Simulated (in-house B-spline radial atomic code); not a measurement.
# La³⁺: ionisation energy by several methods

One table from this session's results is given with a row withheld; the runs are named, their logs left out.

Method: scalar-relativistic (X2C), several functionals, spin-polarised; spherical all-electron atom at the radial basis limit. Code: in-house B-spline radial atomic code version 1.

## What is computed

* element: lanthanum (Z = 57)
* charge: +3
* electrons: 54
* configuration: [Kr] 4d10 5s2 5p6
* nucleus: Fermi, rms radius 4.855 fm

Outer shells as boxes (Hund's rule):

[Kr] 4d10 5s2 5p6
```
[Kr] core
4d [↑↓][↑↓][↑↓][↑↓][↑↓]
5s [↑↓]
5p [↑↓][↑↓][↑↓]
```

Where spins are not typed, each open shell is filled with up spins first.

Set-up of the first run:

Settings of the run:

```ini
Z = 57
electrons = 54.0
configuration = [Kr] 4d10 5s2 5p6
hamiltonian = x2c
method = lda,pw
spin_polarised = True
nucleus = fermi
rms_radius = 4.855
mass_number = 139
atomic_mass = 138.906362927
speed_of_light = 137.035999084
```

Steps of the session up to this table: LDA (PW92); TPSS; AM05; Hartree-Fock; OLYP; exchange-only LDA.

One table of the session follows, with a row left open; its other results are not shown here.

```
           method  ΔSCF (eV)
       LDA (PW92)     50.833
exchange-only LDA     49.219
             AM05     50.636
             OLYP     50.665
             TPSS     50.737
     Hartree-Fock          ?
```

Q: Estimate the row for Hartree-Fock from the others.

The run gave: ΔSCF (eV): 49.880. In the column «ΔSCF (eV)» it lies between exchange-only LDA (49.219) and AM05 (50.636).

Members of this set that are not shown: 12 used exact exchange with fractional occupations of an open shell, which is unsound here.
